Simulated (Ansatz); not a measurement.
## H2OSSi, SMILES O[Si]S: the interaction energy of a dimer with the counterpoise correction, step by step

Program: the Ansatz DFT code, driven from Python.

The cells in order, each with its output:

**Cell 1**
```python
import ansatz as az
```

**Cell 2**
```python
FIRST = [
    ("O", (-1.2187, -0.7289, -0.424)),
    ("Si", (-0.7894, 0.8933, -0.2836)),
    ("S", (1.0483, 0.81, 0.7439)),
    ("H", (-0.8557, -1.2868, 0.2348)),
    ("H", (1.8154, 0.3123, -0.271)),
]
SECOND = [
    ("O", (-1.4168, -2.9128, 1.873)),
    ("Si", (-0.6894, -2.6669, 3.3717)),
    ("S", (-2.1505, -3.3533, 4.726)),
    ("H", (-2.3532, -2.9133, 1.8894)),
    ("H", (-2.0341, -4.6911, 4.475)),
]
```

**Cell 3**
```python
def energy(atoms, ghosts=()):
    molecule = az.Crystal.molecule()
    for symbol, xyz in atoms:
        molecule = molecule.atom(symbol, xyz)
    calc = (
        molecule.calculation()
        .basis(gaussian="cc-pVDZ")
        .functional("hf")
    )
    deck = calc.input()
    if ghosts:
        deck = deck.set(az.key.basis.gaussian.ghost_atoms, [{"symbol": s, "position_ang": list(xyz)} for s, xyz in ghosts])
    return az.Session.from_dict(deck).plan().execute().report["free_energy_ev"]
```

**Cell 4**
```python
# ghost atoms carry the functions of the partner
both = energy(FIRST + SECOND)
alone = energy(FIRST) + energy(SECOND)
ghosted = energy(FIRST, SECOND) + energy(SECOND, FIRST)
print(f"dimer {both:.6f} eV")
print(f"interaction, uncorrected   {(both - alone):8.3f} eV")
print(f"interaction, counterpoise  {(both - ghosted):8.3f} eV")
print(f"basis-set superposition    {(alone - ghosted):8.3f} eV")
```
Output:
```text
dimer -41498.403376 eV
interaction, uncorrected     -0.126 eV
interaction, counterpoise    -0.070 eV
basis-set superposition       0.056 eV
```

Uncorrected it is -0.126 eV, with the counterpoise correction -0.070 eV; the difference, 0.06 eV, is the superposition error.

Total energies depend on the basis set; only differences at equal settings carry meaning. The dimer is a generated trial pose of unrelaxed monomers, not a minimum, so the figure is no binding energy, and the basis set is small. Hartree-Fock leaves correlation out, so bond, atomisation and ionisation energies come out well too low. This level lacks the dispersion part of the attraction (electrostatics and induction are there), which can decide the sign where the interaction is weak. Timing: 6.2 s on 1 thread of Arm Neoverse V2, on a shared host, peak memory 0.31 GiB.

(Lines on the test bed's own set-up are left out of the output.)
